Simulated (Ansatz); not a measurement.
Run this with the Ansatz DFT code, driven from Python and show what comes out.

`slab.py`
```python
"""Slab calculation for Ca3Y."""

import logging
import sys

import ansatz as az
from ase import Atoms
from ase.build import surface
import numpy as np

logging.basicConfig(stream=sys.stdout, format="%(levelname)s %(message)s")
logger = logging.getLogger("calc")
logger.setLevel(logging.INFO)

FUNCTIONAL = "r2scan"
FILLING = "fermi_dirac"
SIGMA = 0.1

atoms = Atoms(
    ["Ca", "Ca", "Ca", "Y"],
    scaled_positions=[
        (0.75, 0.25, 0.5),
        (0.25, 0.75, 0.5),
        (0.5, 0.5, 0.0),
        (0.0, 0.0, 0.0),
    ],
    cell=[
        (-2.694247, 2.694247, 5.461968),
        (2.694247, -2.694247, 5.461968),
        (2.694247, 2.694247, -5.461968),
    ],
    pbc=True,
)
# Miller indices count the vectors of the cell as typed
slab = surface(atoms, (1, 1, 0), 2, vacuum=6.0)
slab.pbc = True

print(slab.get_chemical_formula(), "area {:.3f} A^2, cell height {:.2f} A".format(np.linalg.norm(np.cross(slab.cell[0], slab.cell[1])), slab.cell[2, 2]))


def prepared(structure):
    return (
        az.Crystal.from_ase(structure).calculation()
        .functional(FUNCTIONAL)
        .basis(19 * az.Ha)
        .occupations(FILLING, width=SIGMA)  # fractional filling near the Fermi level
    )


job = prepared(slab)
job = job.kpoints(3, 3, 1).electric_field(axis=3, dipole_correction=True)
job = job.relax(force_tolerance=0.03, max_steps=30)
outcome = job.run(threads=1, backend="cpu")
rep = outcome.report

logger.info(f"slab free energy {rep['free_energy_ev']:.4f} eV, Fermi level {rep['fermi_energy_ev']:.3f} eV")
for key, value in rep["work_function"].items():
    if isinstance(value, float):
        logger.info(f"{key:34s} {value:12.5f}")

# surface energy from the bulk energy at the same settings
bulk = prepared(atoms).kpoints(6, 6, 6).run(threads=1, backend="cpu").report
excess = rep["free_energy_ev"] - bulk["free_energy_ev"] * len(slab) / len(atoms)
area = np.linalg.norm(np.cross(slab.cell[0], slab.cell[1]))
logger.info(f"mean surface energy {excess / (2 * area) * 16.02177:.3f} J/m^2 ({1000 * excess / (2 * area):.1f} meV/A^2)")

logger.info("atom   z before  z after (A)")
for atom, site in zip(slab, outcome.lattice.sites):
    logger.info(f"{atom.symbol:3s} {atom.z:9.3f} {site.position_ang[2]:9.3f}")
```

```console
$ python slab.py
Ca6Y2 area 50.750 A^2, cell height 15.12 A
RunWarning: efield: at this solve's end the planar-averaged density reaches 2.10e-4 e/Å³ inside the ramp window [0.8839, 0.1161] (bound 1e-5 e/Å³); the window's nearer edge stands 4.24 Å from this solve's nearest atom along the axis. Its work functions, free energy, forces, stress, dipole, levels and responses can be off, and this figure does not tell by how much. The cell may have no vacuum along `efield.axis`. A short vacuum, a low `basis.ecutwfc` or `basis.ecutrho_ratio` and negative [...]
INFO slab free energy -18644.8979 eV, Fermi level 0.897 eV
INFO ramp_position                           0.95000
INFO ramp_width                              0.10000
INFO amplitude_v_ang                         0.00000
INFO dipole_field_v_ang                     -0.00000
INFO dipole_moment_e_ang                    -0.00000
INFO phi_plus_ev                             2.99214
INFO phi_minus_ev                            2.99214
INFO vacuum_level_plus_ev                    3.88885
INFO vacuum_level_minus_ev                   3.88885
INFO flatness_plus_ev_ang                    0.02305
INFO flatness_minus_ev_ang                   0.02305
INFO ramp_density_extremum_e_ang3            0.00018
INFO ramp_density_minimum_e_ang3             0.00002
INFO ramp_density_bound_e_ang3               0.00001
INFO ramp_density_effective_e_ang3           0.00018
INFO plane_spacing_ang                       0.12604
INFO mean surface energy 0.579 J/m^2 (36.2 meV/A^2)
INFO atom   z before  z after (A)
INFO Ca      6.000     5.945
INFO Ca      6.000     5.945
INFO Ca      6.000     5.911
INFO Y       6.000     6.535
INFO Ca      9.125     9.180
INFO Ca      9.125     9.180
INFO Ca      9.125     9.214
INFO Y       9.125     8.590
```
(Warnings from the package without file and line, shortened, repeats left out.)

Notes:
- Total energies depend on the potentials; only differences at equal settings carry meaning. A total without «per atom» is that of the whole cell that was run.
- Spin is left out of this run.
- The density doesn't vanish in the vacuum (a short gap or a low cutoff), which blurs the vacuum level.
- Only differences from the Fermi energy are physical; the zero of the scale is a convention.
- The structure comes from a database of computed cells and needn't be a stable or known phase.
- The slab is thin and cut from the structure as given; a cut can leave two unlike or polar faces, and the surface energy is then their mean. Miller indices refer to the vectors of the cell as typed, and the lattice isn't relaxed for this functional, so relaxation and surface energy can hold strain.
- Hardware and time: 5.8 min on 1 thread of Arm Neoverse V2, on a shared host, peak memory 2.2 GiB.
